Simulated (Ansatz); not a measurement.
# SiBr+ (singlet): from Hartree-Fock to the top rungs, cc-pVDZ

The task here is to estimate one member of a computed series from the others.

Computed with Ansatz 0.2.0, Gaussian basis. Level: cc-pVDZ, core rule «outside noble gas», up to 19 orbitals frozen.

The runs, in order: UHF; CCSD(T) on RHF; BCCD(T) on RHF; CISD; CCSDT(Q) on RHF; CCSDTQ on RHF; CASSCF and MRCISD+Q, 10 electrons in 8 orbitals; CASSCF and NEVPT2, 10 electrons in 8 orbitals.

10 further runs of the same task are left out: 5 that didn't finish, 5 set aside as unsound or not needed.

### The geometry

The geometry is a PBE0/def2-TZVP stationary point (not a proven minimum) of the parent state, kept for this charge and spin. No spin-orbit coupling is included. The filled d shell of Br may be among the frozen orbitals whatever the setting's name suggests; the logs give the count.

2 atoms, charge 1, spin multiplicity 1.

Atoms are counted from 1 here; the program's logs count them from 0.

Bond lengths: Si1–Br2 2.232 Å.

The first run:

The input, in.yaml:

```yaml
crystal:
  periodic: [false, false, false]
  atoms:
    - {symbol: Si, position_ang: [0.000000, 0.000000, 0.000000]}
    - {symbol: Br, position_ang: [0.000000, 0.000000, 2.231500]}
basis:
  gaussian: {orbitals: cc-pVDZ}
total_charge: 1
magnetization: {spin_polarized: true, initial_magnetization: 0}
hamiltonian: {xc: hf}
output: {orbitals: {seedname: orbitals}}
```

The run is started by

```bash
> ansatz run in.yaml --threads 1 --pin off --events-out ev --progress --plain --max-ram 2393MiB
```

Among the steps run: UHF; CCSD(T) on RHF; BCCD(T) on RHF; CISD; CCSDT(Q) on RHF; CCSDTQ on RHF; CASSCF and MRCISD+Q, 10 electrons in 8 orbitals; CASSCF and NEVPT2, 10 electrons in 8 orbitals.

One of the session's tables, all rows but one given; the rest of the session is left out.

| method | from RCCSDTQ (meV) |
| --- | --- |
| RHF | +5696.2 |
| RMP2 | ? |
| CISD | +673.9 |
| RCCSD | +265.4 |
| RCCSD(T) | +46.4 |
| BCCD(T) | +44.5 |
| RCCSDT | +17.0 |
| RCCSDT(Q) | -4.3 |
| RCCSDTQ | 0 |
| CASSCF valence | +4108.9 |
| NEVPT2 valence | +905.3 |
| MRCISD valence | +297.3 |
| MRCISD+Q valence | +6.8 |

**Question.** Estimate the row for RMP2.

The run gave: from RCCSDTQ (meV): +916.8. In the column «from RCCSDTQ (meV)» it lies between NEVPT2 valence (+905.3) and CASSCF valence (+4108.9).
